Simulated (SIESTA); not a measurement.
Al3Au:

```xyz
4
Lattice="-2.0253 2.0253 4.0566 2.0253 -2.0253 4.0566 2.0253 2.0253 -4.0566" Properties=species:S:1:pos:R:3 pbc="T T T"
Au    0.0000    0.0000    0.0000
Al    0.0000    0.0000    4.0566
Al    2.0253    0.0000    2.0283
Al    0.0000    2.0253    2.0283
```

The cell comes from a database or a generator and needn't be the stable form of this composition.

| Item | Value |
| --- | --- |
| Program | SIESTA 5.4.2 |
| Task | single point |
| Functional | PBEsol |
| Potentials or basis | PseudoDojo 0.4 standard (PBEsol files) |
| Basis | DZP (energy shift 0.003 Ry; two zetas on semicore shells) |
| Grid cutoff | 800 Ry |
| Energy shift | 0.003 Ry |
| k mesh | 9 × 9 × 9 |
| Occupations | fermi-dirac, width 0.05 eV |
| Spin | no spin polarisation |

On this cell: pressure -2.7 GPa; largest force under 0.003 eV/Å; band gap on the k mesh none (metal or under the smearing width).

The same run follows on a disturbed copy (atoms moved at random, drawn with an rms of 0.05 Å):

```xyz
4
Lattice="-2.0253 2.0253 4.0566 2.0253 -2.0253 4.0566 2.0253 2.0253 -4.0566" Properties=species:S:1:pos:R:3 pbc="T T T"
Au   -0.0198    0.0284    0.0005
Al   -0.0033    0.0023    4.1249
Al    2.0287   -0.0261    2.1018
Al   -0.0197    1.9909    2.0023
```

What does the disturbed cell give?

The energy (extrapolated to zero smearing) moves by +4.8 meV/atom; pressure -2.4 GPa; largest force 0.304 eV/Å; band gap on the k mesh none (metal or under the smearing width).

Forces in eV/Å, atoms in the order of the input:
```
Au   0.027 -0.083  0.065
Al  -0.053 -0.002 -0.243
Al  -0.068  0.024 -0.105
Al   0.094  0.060  0.283
```

Stress tensor (GPa, compression positive):
```
-2.14  0.00  0.04
 0.00 -2.72  0.02
 0.04  0.02 -2.49
```

Caveats: short orbitals over semicore shells can move pressures by several GPa; the basis of atomic orbitals isn't converged, which shifts pressures, moduli and gaps.
